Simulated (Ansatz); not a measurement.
# KCoF3, space group Pm-3m: a scan of the Hubbard U

Program: Ansatz's Python interface.

At the Python prompt:
```pycon
>>> import warnings
>>> import ansatz as az
>>> import numpy as np
>>> def count_gap(report):
...     # lowest empty less highest filled band, counting bands; zero where they overlap
...     return max(report.get("gap_by_band_count_ev") or 0.0, 0.0)
...
>>> warnings.simplefilter("ignore", az.DeckWarning)
>>> lattice = az.Lattice.of(
...     (4.071, 0.0, 0.0),
...     (0.0, 4.071, 0.0),
...     (0.0, 0.0, 4.071),
... )
>>> sites = [
...     ("K", (0.0, 0.0, 0.0)),
...     ("Co", (0.5, 0.5, 0.5)),
...     ("F", (0.0, 0.5, 0.5)),
...     ("F", (0.5, 0.0, 0.5)),
...     ("F", (0.5, 0.5, 0.0)),
... ]
>>> system = az.Crystal(lattice=lattice)
>>> for symbol, position in sites:
...     system = system.atom(symbol, position)
...
>>> system = system.moments(Co=2.5)
>>> base = system.calculation()
>>> base = base.functional("pbesol", dispersion="d3bjatm")
>>> base = base.basis(420)
>>> base = base.kpoints(6)
>>> base = base.occupations("fermi_dirac").spin("collinear")
>>> base = base.band_table()
>>> rows = []
>>> for u in [1.0, 3.0, 5.0, 7.0]:
...     data = base.hubbard("Co", "d", u_eff=u).run(threads=1, pin="off").report
...     shell = data["hubbard"]["n_scf"]
...     rows.append((u, count_gap(data), sum(shell) / len(shell), max(abs(m) for m in data["site_moments_mub"]), data["n_iterations"]))
...
RunWarning: this result is not held to the crystal's symmetry: a search behind the close, the SCF from the whole filling of its shells under DFT+U, one down a way that the close's least curvature [...]
>>> print("      U_eff eV  gap by band count eV  Co d occupation (projector)  largest moment muB      iterations")
      U_eff eV  gap by band count eV  Co d occupation (projector)  largest moment muB      iterations
>>> for row in rows:
...     print(f"{str(row[0]):>14s}  {row[1]:20.3f}  {row[2]:27.4f}  {row[3]:18.3f}  {row[4]:14d}")
...
           1.0                 0.547                       7.2608               2.578               3
           3.0                 2.313                       7.2214               2.608               3
           5.0                 3.722                       7.1883               2.633               3
           7.0                 4.543                       7.1601               2.654               3
```

From U = 1 to 7 eV the largest site moment goes from 2.58 to 2.65 μB.

Reading the output:
- The magnetic order follows from the starting moments and needn't be the lowest.
- Semilocal gaps usually lie well under measured ones.
- With one magnetic atom the cell can hold only ferromagnetic order.
- An opening on this mesh may only mean that it misses a point where bands touch.
- The starting cell is as deposited in a crystallographic database; the results hold for this polymorph, which needn't be the stable one.
- Gaps and levels are Kohn-Sham values on a finite set of k-points.
- Warnings are shown shortened and without file and line.
- Shell occupations and the effect of U depend on the projectors; a run with no .spin step is spin-unpolarised, and each U may end in a state that isn't the lowest.
- The script silences the warnings on its input, which a real study should read.
- The whole script took 8.5 min on 1 thread of Arm Neoverse V1, on a shared host, peak memory 1 GiB.
